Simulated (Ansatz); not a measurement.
# CH7BN2: small, medium and large basis sets

Aim: see how fast density functionals converge with the basis set for CH7BN2.

Computed with Ansatz 0.2.0, Gaussian basis. Level: one geometry, several basis sets.

Levels to be run: PBE0-D4/def2-SVP; ωB97M-V/def2-SVP; PBE0-D4/def2-QZVPP; ωB97M-V/def2-QZVPP; the functionals' def2-TZVPP values are taken from earlier runs.

## Step 1: The relaxed structure

All runs share one geometry, relaxed beforehand with PBE0-D4 in a triple-zeta def2 set.

SMILES `CNBN`, 11 atoms, charge 0, spin multiplicity 1.

Atoms are counted from 1 here; the program's logs count them from 0.

Bond lengths: C1–N2 1.440 Å, C1–H5 1.096 Å, C1–H6 1.096 Å, C1–H7 1.091 Å, N2–B3 1.407 Å, N2–H8 1.008 Å, B3–N4 1.411 Å, B3–H9 1.201 Å, N4–H10 1.005 Å, N4–H11 1.002 Å. Angles: N2–C1–H5 112.2°, N2–C1–H6 112.2°, N2–C1–H7 109.0°, H5–C1–H6 107.8°, H5–C1–H7 107.7°, H6–C1–H7 107.7°, C1–N2–B3 125.7°, C1–N2–H8 114.2°, B3–N2–H8 120.2°, N2–B3–N4 123.0°, N2–B3–H9 118.5°, N4–B3–H9 118.6°, B3–N4–H10 124.6°, B3–N4–H11 121.8°, H10–N4–H11 113.6°.

## Step 2: PBE0-D4 in def2-SVP

File in.yaml:

```yaml
crystal:
  periodic: [false, false, false]
  atoms:
    - {symbol: C, position_ang: [-0.975326, 1.395698, 0.291533]}
    - {symbol: N, position_ang: [-0.539200, 0.079663, -0.097713]}
    - {symbol: B, position_ang: [0.769178, -0.421893, 0.029627]}
    - {symbol: N, position_ang: [1.134567, -1.724747, -0.372091]}
    - {symbol: H, position_ang: [-1.363927, 1.971520, -0.556369]}
    - {symbol: H, position_ang: [-1.755548, 1.363355, 1.060761]}
    - {symbol: H, position_ang: [-0.127048, 1.943709, 0.703059]}
    - {symbol: H, position_ang: [-1.266702, -0.496427, -0.490094]}
    - {symbol: H, position_ang: [1.611956, 0.291425, 0.501346]}
    - {symbol: H, position_ang: [0.504799, -2.395281, -0.776255]}
    - {symbol: H, position_ang: [2.072552, -2.064019, -0.273103]}
basis:
  gaussian: {orbitals: def2-SVP}
hamiltonian: {xc: pbe0, dispersion: d4}
output: {orbitals: {seedname: orbitals}}
```

Launch:

```sh
ansatz run in.yaml --threads 2 --pin off --events-out ev --progress --plain --max-ram 4352MiB
```

Further steps of the session: ωB97M-V in def2-SVP; PBE0-D4 in def2-QZVPP; ωB97M-V in def2-QZVPP.

Before running them: what should the planned runs give, taken together? Wanted: PBE0-D4: double and triple zeta above quadruple; ωB97M-V: double and triple zeta above quadruple.

**Answer**, as computed:

| quantity | value |
| --- | --- |
| PBE0-D4: double and triple zeta above quadruple | 5.75, 0.30 eV |
| ωB97M-V: double and triple zeta above quadruple | 6.00, 0.29 eV |

For PBE0-D4 the step from double to triple zeta gains 5.45 eV and the next only 0.30 eV. Total energies overstate the basis error of differences, where much of it tends to cancel. The LUMO of ωB97M-V is positive and keeps falling with the basis (3.67 to 1.71 eV): an unbound level that the basis holds in place.
